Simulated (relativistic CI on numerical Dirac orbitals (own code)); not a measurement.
# Ru³⁺: resonant inelastic X-ray scattering at the L2,3 edge

Which low excitations of Ru³⁺ show in RIXS, and at which incident energy? 6 crystal fields.

Program: relativistic CI on numerical Dirac orbitals (own code) version 3. Level of theory: Dirac-Coulomb-Breit CI, KLI orbitals optimised for each configuration, model QED (radiative potential, 1s self-energy scaled to tabulated hydrogen-like ionisation energies), valence Slater integrals scaled by 0.9, Kramers-Heisenberg scattering through one core-hole configuration in a parametric crystal field. These are calculated values, not measurements, unless marked.

## (1) The atom as given

```
ion             : Ru³⁺ (Ru IV)
nuclear charge  : 44
electrons       : 41
configurations  : [Kr] 4d5 → [He] 2s2 2p5 3s2 3p6 3d10 4s2 4p6 4d6
temperature     : 80 K
core-hole width : 1.6 eV
field 1 (cm⁻¹)  : Td, 10Dq = -2650
field 2 (cm⁻¹)  : Td, 10Dq = -6000
field 3 (cm⁻¹)  : Td, 10Dq = -9350
field 4 (cm⁻¹)  : Td, 10Dq = -12700
field 5 (cm⁻¹)  : Td, 10Dq = -16000
field 6 (cm⁻¹)  : Td, 10Dq = -19400
```

## (2) Field 1: Td, 10Dq = -2650

Settings, as recorded:

```ini
atom Ru  Z=44  charge=3  electrons=41
nucleus A=102  rms_radius_fm=4.4809
hamiltonian dirac-coulomb  breit=on  qed=on  c_scale=1
orbitals kli  potential=per-configuration
slater_scale 0.9
correlation none
mixing on
configurations
  [Kr] 4d5
  [He] 2s2 2p5 3s2 3p6 3d10 4s2 4p6 4d6
end
rixs L2,3 T=80 core_hole_width=1.6
crystal_field Td 10Dq=-2650
```

Run with:

```console
> python run_levels.py task.json out
```

The settings of every run stand in task.json; they run in order.

The program writes no log. Results of the run, from its result record (rounded, main fields):

```text
status: converged
incident [eV]: [2843.1, 2972.4]
losses [loss_eV, degeneracy, irrep, S, I1, I2]:
  - [6.116e-07, 6, "G7+G8", 2.493, 2916, 498.5]
  - [2.869, 4, "G8", 1.482, 10.87, 4.914]
  - [2.886, 2, "G6", 1.496, 3.125, 5.693]
  - [2.889, 2, "G7", 1.489, 11.54, 5.768]
  - [2.896, 4, "G8", 1.492, 21.48, 13.27]
  - [3.002, 2, "G6", 1.493, 0.8626, 4.515]
  - [3.004, 4, "G8", 1.491, 1.271, 9.033]
  - [3.009, 2, "G7", 1.48, 0.9653, 0.6045]
  - [3.013, 4, "G8", 1.49, 2.664, 4.823]
  - [3.037, 4, "G8", 1.491, 3.13, 5.108]
  - [3.04, 2, "G7", 1.491, 2.096, 2.031]
  - [3.044, 2, "G6", 1.491, 1.132, 2.286]
  - [3.052, 4, "G8", 1.496, 7.205, 11.43]
  - [3.495, 2, "G7", 1.482, 30.51, 18.35]
  - [3.498, 4, "G8", 1.483, 58.69, 39.17]
  - [3.536, 4, "G8", 1.492, 19.71, 6.692]
  - [3.615, 2, "G6", 1.496, 8.03, 3.633]
  - [3.655, 2, "G7", 1.49, 34.04, 43.85]
  - [3.72, 4, "G8", 1.49, 69.03, 100]
  - [3.758, 2, "G6", 1.49, 35.62, 53.52]
  - [3.819, 2, "G6", 1.498, 2.088, 3.058]
  - [3.875, 4, "G8", 1.486, 24.53, 25.36]
  - "... 23 more rows left out ..."
ground_S: 2.49318
```

It took 2.7 s on 1 thread of Neoverse-N1, shared host.

## (3) Field 2: Td, 10Dq = -6000

Settings: those of step 2 with these lines changed.

```diff
@@ -12,2 +12,2 @@
 rixs L2,3 T=80 core_hole_width=1.6
-crystal_field Td 10Dq=-2650
+crystal_field Td 10Dq=-6000
```

Main fields:

```text
status: converged
incident [eV]: [2843.2, 2972.5]
losses [loss_eV, degeneracy, irrep, S, I1, I2]:
  - [1.212e-06, 6, "G7+G8", 2.492, 4238, 709]
  - [2.52, 4, "G8", 1.475, 26.72, 10.16]
  - [2.536, 2, "G6", 1.497, 6.65, 7.119]
  - [2.539, 2, "G7", 1.48, 26.09, 10.05]
  - [2.552, 4, "G8", 1.491, 41.59, 18]
  - [2.883, 2, "G6", 1.494, 1.332, 8.303]
  - [2.888, 4, "G8", 1.49, 2.425, 21.73]
  - [2.906, 4, "G8", 1.482, 14.68, 10.85]
  - [2.928, 2, "G7", 1.478, 8.451, 2.504]
  - [3.029, 4, "G8", 1.482, 8.069, 6.796]
  - [3.034, 2, "G7", 1.485, 6.023, 4.623]
  - [3.042, 2, "G6", 1.486, 4.454, 7.449]
  - [3.048, 4, "G8", 1.493, 15.42, 16.4]
  - [3.45, 2, "G7", 1.453, 32.46, 40.97]
  - [3.474, 4, "G8", 0.8157, 11.58, 17.56]
  - [3.534, 4, "G8", 1.362, 42.21, 44.67]
  - [3.582, 4, "G8", 1.479, 45.92, 31.27]
  - [3.632, 2, "G6", 1.491, 14.68, 20.15]
  - [3.646, 2, "G7", 1.038, 14.39, 12.19]
  - [3.697, 2, "G7", 1.156, 18, 20.98]
  - [3.728, 4, "G8", 1.469, 70.76, 100]
  - [3.755, 2, "G6", 1.462, 42.17, 57.12]
  - "... 23 more rows left out ..."
ground_S: 2.49241
```

It took 2.7 s on 1 thread of Neoverse-N1, shared host.

## (4) Field 3: Td, 10Dq = -9350

Settings: those of step 3 with these lines changed.

```diff
@@ -12,2 +12,2 @@
 rixs L2,3 T=80 core_hole_width=1.6
-crystal_field Td 10Dq=-6000
+crystal_field Td 10Dq=-9350
```

Main fields:

```text
status: converged
incident [eV]: [2843.3, 2972.6]
losses [loss_eV, degeneracy, irrep, S, I1, I2]:
  - [1.093e-05, 6, "G7+G8", 2.491, 6240, 991.5]
  - [2.126, 4, "G8", 1.44, 48.75, 15.27]
  - [2.146, 2, "G7", 1.456, 40.65, 11.73]
  - [2.151, 2, "G6", 1.497, 11.17, 9.386]
  - [2.171, 4, "G8", 1.489, 54.71, 18.99]
  - [2.638, 4, "G8", 1.276, 27.32, 19.09]
  - [2.675, 2, "G6", 1.494, 5.534, 14.65]
  - [2.684, 4, "G8", 1.49, 12.64, 36.54]
  - [2.711, 2, "G7", 1.478, 23.99, 9.02]
  - [2.826, 4, "G8", 0.9509, 10.81, 4.848]
  - [2.974, 2, "G7", 0.7886, 2.79, 1.49]
  - [3.017, 4, "G8", 1.458, 17.52, 14.92]
  - [3.034, 2, "G6", 1.463, 11.92, 17.85]
  - [3.038, 2, "G7", 1.359, 10.86, 11.12]
  - [3.047, 4, "G8", 1.487, 29.76, 33.76]
  - [3.328, 2, "G7", 1.371, 29.32, 48.01]
  - [3.447, 4, "G8", 1.494, 60.72, 100]
  - [3.512, 4, "G8", 1.453, 68.86, 47.37]
  - [3.532, 2, "G6", 1.263, 25.82, 37.42]
  - [3.574, 2, "G6", 0.9411, 6.052, 3.133]
  - [3.646, 4, "G8", 0.7792, 12.24, 15.69]
  - [3.685, 2, "G7", 0.7685, 5.441, 7.632]
  - "... 23 more rows left out ..."
ground_S: 2.49078
```

Wall time 2.6 s (1 thread of Neoverse-N1, shared host).

## (5) Field 4: Td, 10Dq = -12700

Settings: those of step 4 with these lines changed.

```diff
@@ -12,2 +12,2 @@
 rixs L2,3 T=80 core_hole_width=1.6
-crystal_field Td 10Dq=-9350
+crystal_field Td 10Dq=-12700
```

Main fields:

```text
status: converged
incident [eV]: [2843.5, 2972.9]
losses [loss_eV, degeneracy, irrep, S, I1, I2]:
  - [3.916e-05, 6, "G7+G8", 2.488, 6138, 963.2]
  - [1.675, 4, "G8", 1.249, 57.37, 10.33]
  - [1.716, 2, "G7", 1.37, 41.07, 6.469]
  - [1.756, 2, "G6", 1.498, 9.303, 5.955]
  - [1.777, 4, "G8", 1.489, 41.16, 9.996]
  - [2.054, 4, "G8", 0.972, 19.16, 5.414]
  - [2.278, 2, "G7", 0.8055, 5.467, 1.933]
  - [2.392, 2, "G6", 1.495, 10.52, 9.435]
  - [2.399, 4, "G8", 1.494, 22.42, 25.43]
  - [2.407, 2, "G7", 1.442, 28.3, 6.215]
  - [2.42, 4, "G8", 1.451, 37.53, 16.81]
  - [2.977, 4, "G8", 1.338, 17.87, 15.01]
  - [2.987, 2, "G6", 1.257, 13.14, 16.07]
  - [3.008, 2, "G7", 1.419, 14.7, 13.91]
  - [3.038, 4, "G8", 1.454, 36.12, 42.04]
  - [3.128, 2, "G7", 0.9225, 14.97, 29.12]
  - [3.236, 2, "G6", 0.8916, 4.309, 8.425]
  - [3.31, 4, "G8", 0.7762, 6.522, 6.065]
  - [3.399, 4, "G8", 1.447, 45.78, 98.17]
  - [3.437, 4, "G8", 1.269, 50.54, 36.78]
  - [3.458, 2, "G7", 1.14, 10.26, 19.12]
  - [3.48, 2, "G6", 1.471, 32.78, 41.79]
  - "... 23 more rows left out ..."
ground_S: 2.48753
```

Run time: 2.6 s. Hardware: 1 thread of Neoverse-N1, shared host.

## (6) Field 5: Td, 10Dq = -16000

Settings: those of step 5 with these lines changed.

```diff
@@ -12,2 +12,2 @@
 rixs L2,3 T=80 core_hole_width=1.6
-crystal_field Td 10Dq=-12700
+crystal_field Td 10Dq=-16000
```

Main fields:

```text
status: converged
incident [eV]: [2843.6, 2971.2, 2973.0]
losses [loss_eV, degeneracy, irrep, S, I1, I2, I3]:
  - [0, 2, "G7", 2.48, 5585, 382.6, 832.2]
  - [0.0001905, 4, "G8", 2.481, 157.9, 30.77, 60.02]
  - [1.076, 4, "G8", 0.8025, 42.81, 25.28, 3.517]
  - [1.205, 2, "G7", 1.081, 40.52, 23.81, 2.325]
  - [1.365, 2, "G6", 1.498, 7.513, 25.69, 4.347]
  - [1.386, 4, "G8", 1.492, 28.97, 29.15, 6.446]
  - [1.522, 4, "G8", 1.357, 58.2, 46.7, 7.167]
  - [1.657, 2, "G7", 1.116, 14.95, 11.72, 2.62]
  - [2.054, 2, "G7", 1.479, 26.97, 52.89, 5.959]
  - [2.067, 2, "G6", 1.495, 11.96, 37.65, 6.662]
  - [2.069, 4, "G8", 1.479, 31.39, 78.5, 16.47]
  - [2.074, 4, "G8", 1.495, 29.85, 87.36, 19.56]
  - [2.738, 2, "G6", 0.6618, 3.766, 5.858, 3.446]
  - [2.796, 4, "G8", 0.8137, 9.089, 8.173, 7.715]
  - [2.797, 2, "G7", 0.6459, 9.445, 4.132, 15.67]
  - [2.921, 2, "G7", 1.112, 14.33, 5.135, 14.86]
  - [2.957, 4, "G8", 1.055, 28.07, 13.24, 29.68]
  - [3.111, 4, "G8", 1.325, 17.27, 16.4, 21.82]
  - [3.111, 2, "G6", 1.412, 16.58, 13.28, 23.85]
  - [3.206, 4, "G8", 1.082, 15.73, 10.86, 22.22]
  - [3.223, 2, "G7", 1.066, 5.678, 6.966, 5.536]
  - [3.252, 4, "G8", 0.8318, 18.66, 6.106, 22.23]
  - "... 23 more rows left out ..."
ground_S: 2.48057
```

Run time: 2.6 s. Hardware: 1 thread of Neoverse-N1, shared host.

## (7) Field 6: Td, 10Dq = -19400

Settings: those of step 6 with these lines changed.

```diff
@@ -12,2 +12,2 @@
 rixs L2,3 T=80 core_hole_width=1.6
-crystal_field Td 10Dq=-16000
+crystal_field Td 10Dq=-19400
```

Main fields:

```text
status: converged
incident [eV]: [2841.5, 2843.8, 2973.2]
losses [loss_eV, degeneracy, irrep, S, I1, I2, I3]:
  - [0, 2, "G7", 2.454, 1635, 5056, 737.6]
  - [0.0004183, 4, "G8", 2.452, 13.36, 150.1, 54.44]
  - [0.3389, 4, "G8", 0.6454, 43.7, 48.44, 4.632]
  - [0.536, 2, "G7", 0.7699, 24.51, 32.16, 2.444]
  - [0.9659, 2, "G6", 1.498, 18.72, 6.389, 3.355]
  - [0.9869, 4, "G8", 1.495, 24.27, 20.6, 5.003]
  - [1.094, 4, "G8", 1.494, 75.68, 100, 5.459]
  - [1.158, 2, "G7", 1.409, 31.74, 41.29, 2.127]
  - [1.68, 2, "G7", 1.483, 29.13, 19.85, 5.003]
  - [1.7, 4, "G8", 1.485, 75.57, 27.35, 14.22]
  - [1.711, 2, "G6", 1.494, 25.17, 11.6, 3.324]
  - [1.718, 4, "G8", 1.496, 45.42, 27.51, 12.25]
  - [2.368, 2, "G6", 0.5472, 8.982, 2.497, 1.598]
  - [2.418, 2, "G7", 0.5732, 1.275, 12.51, 15.76]
  - [2.448, 4, "G8", 0.5809, 11.43, 4.708, 5.024]
  - [2.653, 2, "G7", 0.6761, 1.995, 8.071, 9.845]
  - [2.66, 4, "G8", 0.6282, 6.063, 12.71, 10.47]
  - [2.907, 4, "G8", 0.5779, 3.122, 16.26, 18.68]
  - [3.09, 4, "G8", 1.464, 37.51, 23.07, 41.36]
  - [3.103, 2, "G6", 1.476, 16.26, 18.53, 26.26]
  - [3.134, 2, "G7", 1.406, 13.45, 12.79, 12.98]
  - [3.134, 4, "G8", 1.415, 23.18, 24.5, 28.91]
  - "... 23 more rows left out ..."
ground_S: 2.45271
```

It took 2.6 s on 1 thread of Neoverse-N1, shared host.

## (8) The fields side by side

| field | S, thermal mean | first incident energy (eV) | lowest loss over 0.08 eV (eV) | strongest such loss there (eV) | its level |
| --- | --- | --- | --- | --- | --- |
| 1: Td | 2.49 | 2843.1 | 2.869 | 3.720 | G8, S = 1.5 |
| 2: Td | 2.49 | 2843.2 | 2.520 | 3.728 | G8, S = 1.5 |
| 3: Td | 2.49 | 2843.3 | 2.126 | 4.263 | G8, S = 1.4 |
| 4: Td | 2.49 | 2843.5 | 1.675 | 4.447 | G7, S = 1.3 |
| 5: Td | 2.48 | 2843.6 | 1.076 | 1.522 | G8, S = 1.4 |
| 6: Td | 2.45 | 2841.5 | 0.339 | 5.143 | -, S = 1.4 |

## (9) Results

| quantity | value |
| --- | --- |
| incident energies, field 1 | 2843.1, 2972.4 eV |
| strongest loss over 0.08 eV, field 1 | 3.72 eV |

What this shows: In field 1 the strongest loss over 0.08 eV at the first resonance is 3.72 eV (G8, S = 1.5). Spin-orbit coupling in the valence shell mixes spin states, so S is only an average. The first incident energy is the lowest absorption maximum of each field and need not be the same resonance in all. Only the lowest levels kept in the record count, and labels are spin-orbit irreps. Polarisations are summed, and charge-transfer losses are outside the model.
